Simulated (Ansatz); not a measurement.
# Sc3BN2: the cost of one run

Computed with Ansatz 0.2.0 (DFT PBE, scalar-relativistic, plane waves, PAW, unless a step's input says otherwise).

2 further runs of the same task are left out: 1 that didn't finish, 1 set aside as unsound or not needed.

### 1 The structure to begin with

Symmetry: P6mm, No. 183, hexagonal system. The conventional cell has a = 4.020 Å, b = 4.020 Å, c = 5.722 Å, α = 90.00°, β = 90.00°, γ = 120.00°. Sc (site symmetry 3m) is surrounded by 6 Sc at 2.32 to 2.43 Å and 1 N at 2.52 Å. Sc (site symmetry 6mm) is surrounded by 1 B at 1.86 Å. B (site symmetry 6mm) has 1 Sc at 1.86 Å in its first shell of neighbours. N (site symmetry 3m) has 3 N at 2.32 Å and 3 B at 2.41 Å and 1 Sc at 2.52 Å in its first shell of neighbours.

Coordinates:

```cif
data_structure
_symmetry_space_group_name_H-M 'P 1'
_symmetry_Int_Tables_number 1
_cell_length_a 4.0197
_cell_length_b 4.0197
_cell_length_c 5.7218
_cell_angle_alpha 90.000
_cell_angle_beta 90.000
_cell_angle_gamma 120.000
_cell_volume 80.07
loop_
_atom_site_label
_atom_site_type_symbol
_atom_site_fract_x
_atom_site_fract_y
_atom_site_fract_z
_atom_site_occupancy
Sc1 Sc 0.33333 0.66667 0.76005 1
Sc2 Sc 0.66667 0.33333 0.76005 1
Sc3 Sc 0.00000 0.00000 0.88351 1
B1 B 0.00000 0.00000 0.20793 1
N1 N 0.33333 0.66667 0.31886 1
N2 N 0.66667 0.33333 0.31886 1
```

The cell is invented: random cell by space group and Wyckoff sites (P6mm, No. 183). Lengths come from tabulated atomic sizes and are only a guess.

### 2 Probe: one point on a coarse mesh

input.yaml reads:

```yaml
crystal:
  lattice:
    - [4.0197087, 0.0, 0.0]
    - [-2.00985435, 3.48116985, 0.0]
    - [0.0, 0.0, 5.72179109]
  atoms:
    - { symbol: Sc, position: [0.33333333, 0.66666667, 0.76004862] }
    - { symbol: Sc, position: [0.66666667, 0.33333333, 0.76004862] }
    - { symbol: Sc, position: [0.0, 0.0, 0.88351236] }
    - { symbol: B, position: [0.0, 0.0, 0.20792823] }
    - { symbol: "N", position: [0.33333333, 0.66666667, 0.31886062] }
    - { symbol: "N", position: [0.66666667, 0.33333333, 0.31886062] }
basis:
  ecutwfc: 420
kpoints:
  mp_grid: { grid: [6, 6, 4] }
hamiltonian:
  xc: pbe
scf:
  occupations: { method: gaussian, width: 0.1 }
  lower_state_search: "off"
output:
  forces: true
  stress: true
  eigenvalues: true
```

The run is started by

```console
$ ansatz run input.yaml --threads 1 --pin off --max-ram 2560MiB --backend cpu --events-out ev --progress --plain --runs-dir out
```

What time and memory should one allow on 1 thread of AMD EPYC (Zen 3), shared host?

About 11 s, with a peak of 0.34 GiB.
